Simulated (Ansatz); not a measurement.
# BrClF5HW: the cost of one run

Program: Ansatz 0.2.0. Level of theory: RHF/def2-SVP. These are calculated values, not measurements.

### Step 1. Starting point

Bond lengths: W1–F2 2.200 Å, W1–F3 1.850 Å, W1–F4 1.850 Å, W1–F5 1.850 Å, W1–F6 1.850 Å, W1–Cl7 2.390 Å, W1–Br8 2.870 Å, F4–Br8 2.095 Å. Angles (14 of 23 angles, heavy atoms first): F2–W1–F3 90.0°, F2–W1–F4 90.0°, F2–W1–F5 90.0°, F2–W1–F6 90.0°, F2–W1–Cl7 180.0°, F2–W1–Br8 71.6°, F3–W1–F4 90.0°, F3–W1–F5 180.0°, F3–W1–F6 90.0°, F3–W1–Cl7 90.0°, F3–W1–Br8 48.9°, F4–W1–F5 90.0°, F4–W1–F6 180.0°, F4–W1–Cl7 90.0°.

As a file:

```xyz
9

W     0.0000    0.0000    0.0000
F     0.0000    0.0000    2.2000
F     1.8500    0.0000    0.0000
F     0.0000    1.8500    0.0000
F    -1.8500    0.0000    0.0000
F     0.0000   -1.8500    0.0000
Cl    0.0000    0.0000   -2.3900
Br    1.8861    1.9648    0.9050
H     0.8610    0.8969    2.1051
```

### Step 2. Pulling towards end A

Springs on the bonds that form and break draw the guess towards this end; the thresholds are loose.

input.yaml

```yaml
crystal:
  periodic: [false, false, false]
  atoms:
    - { symbol: W, position_ang: [0.0, 0.0, 0.0] }
    - { symbol: F, position_ang: [0.0, 0.0, 2.2] }
    - { symbol: F, position_ang: [1.85, 0.0, 0.0] }
    - { symbol: F, position_ang: [0.0, 1.85, 0.0] }
    - { symbol: F, position_ang: [-1.85, 0.0, 0.0] }
    - { symbol: F, position_ang: [0.0, -1.85, 0.0] }
    - { symbol: Cl, position_ang: [0.0, 0.0, -2.39] }
    - { symbol: Br, position_ang: [1.8861, 1.9648, 0.905] }
    - { symbol: H, position_ang: [0.861, 0.8969, 2.1051] }
basis:
  gaussian: { orbitals: def2-SVP }
hamiltonian:
  xc: hf
relax:
  f_tol: 0.15
  max_steps: 25
  restrain:
    - { distance: [0, 7], at: 3.77, k: 30.0 }
    - { distance: [8, 1], at: 2.12, k: 30.0 }
    - { distance: [0, 1], at: 1.85, k: 30.0 }
    - { distance: [8, 7], at: 1.55, k: 30.0 }
output:
  orbitals: {}
```

On the command line:

```console
$ ansatz run input.yaml --threads 4 --pin off --max-ram 5120MiB --backend cpu --events-out ev --progress --plain --runs-dir out
```

**Question.** How long does this run take on 4 threads of Arm Neoverse V1, shared host, and how much memory does it need?

About 38 s, with a peak of 0.57 GiB.
